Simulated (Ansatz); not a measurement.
# C₅H₁₃NO₂Si₂: a ladder of functionals and wavefunction methods

Aim: compute C₅H₁₃NO₂Si₂ with functionals from several rungs and with coupled cluster, and see how far each lands from CCSD(T) at the basis-set limit for the atomisation energy.

Program: Ansatz 0.2.0, Gaussian basis. Level of theory: functionals in def2-TZVPP, the program's frozen cores in correlated methods. These are calculated values, not measurements.

Levels to be run: LDA (SPW92), PBE-D4, revPBE-D4, BLYP-D4, r2SCAN-D4, B97M-V, PBE0-D4, B3LYP-D4, r2SCANh-D4, r2SCAN0-D4, HSE06-D4, BHLYP-D4, CAM-B3LYP-D4, LC-ωPBE, ωB97X-V, ωB97M-V, B2PLYP, PBE-QIDH; CCSD(T)/def2-SVP; CCSD(T)/def2-TZVPP; MP2/def2-QZVPP; extrapolation to the limit; RPA on PBE.

### 1 Structure used throughout

The geometry comes from an earlier relaxation with PBE0-D4 in a triple-zeta def2 set; it is a stationary point, not always the lowest conformer.

SMILES `C=C[Si@@H](O)N(C)[Si@@H](O)C=C`, 23 atoms, charge 0, spin multiplicity 1.

Atoms are counted from 1 here; the program's logs count them from 0.

Bond lengths: C1–C2 1.330 Å, C1–H11 1.086 Å, C1–H12 1.087 Å, C2–Si3 1.851 Å, C2–H13 1.090 Å, Si3–O4 1.651 Å, Si3–N5 1.724 Å, Si3–H14 1.486 Å, O4–H15 0.958 Å, N5–C6 1.468 Å, N5–Si7 1.724 Å, C6–H16 1.093 Å, C6–H17 1.095 Å, C6–H18 1.093 Å, Si7–O8 1.650 Å, Si7–C9 1.852 Å, Si7–H19 1.485 Å, O8–H20 0.958 Å and more. Angles: C2–C1–H11 121.2°, C2–C1–H12 122.2°, H11–C1–H12 116.6°, C1–C2–Si3 123.8°, C1–C2–H13 118.3°, Si3–C2–H13 117.9°, C2–Si3–O4 104.1°, C2–Si3–N5 111.4°, C2–Si3–H14 112.4°, O4–Si3–N5 112.0°, O4–Si3–H14 111.2°, N5–Si3–H14 105.9°, Si3–O4–H15 116.9°, Si3–N5–C6 116.5°, Si3–N5–Si7 125.7°, C6–N5–Si7 117.1°, N5–C6–H16 110.7°, N5–C6–H17 112.0° and more.

### 2 LDA

This LDA is Slater exchange with PW92 correlation.

in.yaml

```yaml
crystal:
  periodic: [false, false, false]
  atoms:
    - {symbol: C, position_ang: [-0.441888, 0.147195, -3.661384]}
    - {symbol: C, position_ang: [0.195130, 0.242204, -2.497424]}
    - {symbol: Si, position_ang: [0.161148, -1.072276, -1.194070]}
    - {symbol: O, position_ang: [-0.826096, -2.236396, -1.823116]}
    - {symbol: N, position_ang: [-0.435579, -0.458506, 0.302466]}
    - {symbol: C, position_ang: [-1.740514, 0.212490, 0.260645]}
    - {symbol: Si, position_ang: [0.461639, -0.340482, 1.769969]}
    - {symbol: O, position_ang: [-0.427938, -0.917810, 3.034492]}
    - {symbol: C, position_ang: [0.868881, 1.402715, 2.244827]}
    - {symbol: C, position_ang: [2.114951, 1.866295, 2.200514]}
    - {symbol: H, position_ang: [-1.019802, -0.735996, -3.915752]}
    - {symbol: H, position_ang: [-0.413466, 0.940261, -4.403973]}
    - {symbol: H, position_ang: [0.760573, 1.150685, -2.290477]}
    - {symbol: H, position_ang: [1.512789, -1.614237, -0.900667]}
    - {symbol: H, position_ang: [-0.913056, -3.047699, -1.322003]}
    - {symbol: H, position_ang: [-2.218422, 0.189069, 1.243596]}
    - {symbol: H, position_ang: [-1.654268, 1.258342, -0.052081]}
    - {symbol: H, position_ang: [-2.412720, -0.290571, -0.439182]}
    - {symbol: H, position_ang: [1.719257, -1.102243, 1.559581]}
    - {symbol: H, position_ang: [-0.777642, -1.805733, 2.946959]}
    - {symbol: H, position_ang: [0.077389, 2.081794, 2.558848]}
    - {symbol: H, position_ang: [2.947468, 1.232877, 1.903803]}
    - {symbol: H, position_ang: [2.366965, 2.890920, 2.459927]}
basis:
  gaussian: {orbitals: def2-TZVPP}
hamiltonian: {xc: lda}
output: {orbitals: {seedname: orbitals}}
```

The runs that follow: PBE-D4 (GGA); revPBE-D4 (GGA); BLYP-D4 (GGA); r2SCAN-D4 (meta-GGA); B97M-V (meta-GGA); PBE0-D4 (hybrid); B3LYP-D4 (hybrid); r2SCANh-D4 (hybrid); r2SCAN0-D4 (hybrid); HSE06-D4 (hybrid); BHLYP-D4 (hybrid); CAM-B3LYP-D4 (range-separated); LC-ωPBE (range-separated); ωB97X-V (range-separated); ωB97M-V (range-separated); B2PLYP (double hybrid); PBE-QIDH (double hybrid); CCSD(T) in def2-SVP; CCSD(T) in def2-TZVPP; MP2 in def2-QZVPP; RPA on PBE orbitals.

Q: Predict the results of all the runs planned. Wanted: atomisation energy, CCSD(T)/CBS; farthest beyond LDA; mean size of error, GGA; mean size of error, meta-GGA; mean size of error, hybrid; mean size of error, range-separated; mean size of error, double hybrid; gap, smallest and largest; T1 diagnostic.

As calculated:

| quantity | value |
| --- | --- |
| atomisation energy, CCSD(T)/CBS | 96.195 eV |
| functionals within 0.481 eV (0.5 %) | BLYP-D4, r2SCAN-D4, B97M-V, PBE0-D4, B3LYP-D4, HSE06-D4, CAM-B3LYP-D4, ωB97X-V, ωB97M-V |
| farthest beyond LDA | BHLYP-D4 (-2.752 eV) |
| mean size of error, GGA | 0.842 eV |
| mean size of error, meta-GGA | 0.090 eV |
| mean size of error, hybrid | 0.864 eV |
| mean size of error, range-separated | 0.312 eV |
| mean size of error, double hybrid | 0.997 eV |
| gap, smallest and largest | 4.27 eV (LDA (SPW92)), 11.66 eV (LC-ωPBE) |
| T1 diagnostic | 0.0118 |
| triples share of the correlation energy | 4.0 % |

The LDA atomisation energy is off by 13.169 eV (14 %): it overbinds. PBE-D4 is off by +1.507 eV. Double hybrids carry the basis error of their MP2 part in triple zeta, and no dispersion term here, so their miss is partly the set-up's. The rungs meta-GGA, range-separated miss on average by less than the doubt on the reference (0.481 eV), so they tie. The reference freezes the cores and leaves out relativity and excitations past (T), so misses under about 0.481 eV can't be ranked. Hartree-Fock recovers 73 % of the binding; the rest is correlation. CCSD(T) in def2-SVP is off by -5.848 eV, more than most functionals: a good method in a small basis is no reference. The gap grows from 4.3 to 11.7 eV across the functionals, mostly with the share of exact exchange.
